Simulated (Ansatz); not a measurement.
**W: a line through an energy map**

An exercise on one series of results from a longer session: the logs are not shown, and one member is left open.

The COD cell was measured well above room temperature, so it is larger than a cold one.

Program: Ansatz 0.2.0. Level of theory: DFT LDA, scalar-relativistic, plane waves, PAW. These are calculated values, not measurements.

24 further runs of the same task are left out: 24 set aside as unsound or not needed.

## The structure to begin with

The structure is cubic, space group Im-3m (No. 229). Conventional cell: a = 3.136 Å, b = 3.136 Å, c = 3.136 Å, α = 90.00°, β = 90.00°, γ = 90.00°. W (site symmetry m-3m) is surrounded by 8 W at 2.72 Å.

Coordinates:

```cif
data_structure
_symmetry_space_group_name_H-M 'P 1'
_symmetry_Int_Tables_number 1
_cell_length_a 2.7160
_cell_length_b 2.7160
_cell_length_c 2.7160
_cell_angle_alpha 109.471
_cell_angle_beta 109.471
_cell_angle_gamma 109.471
_cell_volume 15.42
loop_
_atom_site_label
_atom_site_type_symbol
_atom_site_fract_x
_atom_site_fract_y
_atom_site_fract_z
_atom_site_occupancy
W1 W 0.00000 0.00000 0.00000 1
```

This cell was relaxed beforehand with the same method: volume 15.42 Å³/atom, gap on the mesh none (metal).

## Plan of the line

The energy is mapped over volume and the cell's shape.

The axes are (1) volume per atom: 7 values from 13.57 to 17.27 Å³; (2) length along [111] over the lengths across it, relative to the cubic cell: 9 values from 0.452 to 2.211.

Nothing else is relaxed (symmetry fixes all fractional coordinates). Energies count from the relaxed crystal. Points are written as (first, second).

Set-up of the first run:

input.yaml reads:

```yaml
crystal:
  lattice:
    - [-1.5250962942, 1.5250962942, 1.5250962942]
    - [1.5250962942, -1.5250962942, 1.5250962942]
    - [1.5250962942, 1.5250962942, -1.5250962942]
  atoms:
    - { symbol: W, position: [0.0, 0.0, 0.0] }
basis:
  ecutwfc: 420
kpoints:
  mp_grid: { grid: [22, 22, 22] }
hamiltonian:
  xc: lda
  pseudopotentials: { kind: paw, azcp: { folder: soft_1 } }
scf:
  occupations: { method: gaussian, width: 0.15 }
output:
  forces: true
  stress: true
  eigenvalues: true
```

Launch:

```
> ansatz run input.yaml --threads 1 --pin off --max-ram 2048MiB --backend cpu --events-out ev --progress --plain --runs-dir out
```

Among the steps run: Grid point (14.19 Å³, 1.000); The run at (14.81 Å³, 1.000); The run at (16.04 Å³, 1.000); Grid point (16.66 Å³, 1.000); Grid point (17.27 Å³, 1.000).

One table of the session follows, with a row left open; its other results are not shown here.

| volume per atom (Å³) | energy (meV/atom) | slope (meV/atom per Å³) | pressure (GPa) |
| --- | --- | --- | --- |
| 13.57 | 286 | −346 | 55 |
| 14.19 | 117 | −205 | 33 |
| 14.81 | 27 | −91 | 15 |
| 15.42 | 0 | 1 | 0 |
| 16.04 | 25 | 76 | −12 |
| 16.66 | ? | ? | ? |
| 17.27 | 192 | 187 | −30 |

Estimate the missing values for volume per atom (Å³) = 16.66.

Worked estimate for «energy (meV/atom)». A straight line through the neighbours (16.04, 25) and (17.27, 192) gives 25 + (192 − 25) × (16.66 − 16.04) / (17.27 − 16.04) = 109; a parabola fitted to 3 rows on both sides gives 90.

As computed: energy (meV/atom): 91; slope (meV/atom per Å³): 138; pressure (GPa): −22. In «energy (meV/atom)» the line misses by +18 and the parabola by -1.

Energies count from the relaxed crystal. Rows without a step come from runs not printed here or follow by symmetry.

The lowest point of the line is at 15.42 Å³, 0 meV/atom from the zero. V·d²E/dV² there is about 330 GPa, a bulk modulus under this line's constraint. The well is lopsided: two grid steps out, the energy rises by 117 meV/atom towards smaller values and 91 meV/atom towards larger ones. The highest point computed, at 13.57 Å³, lies 286 meV/atom above the lowest.

To keep in mind: Warnings in the runs' records: pseudo functional mismatch.
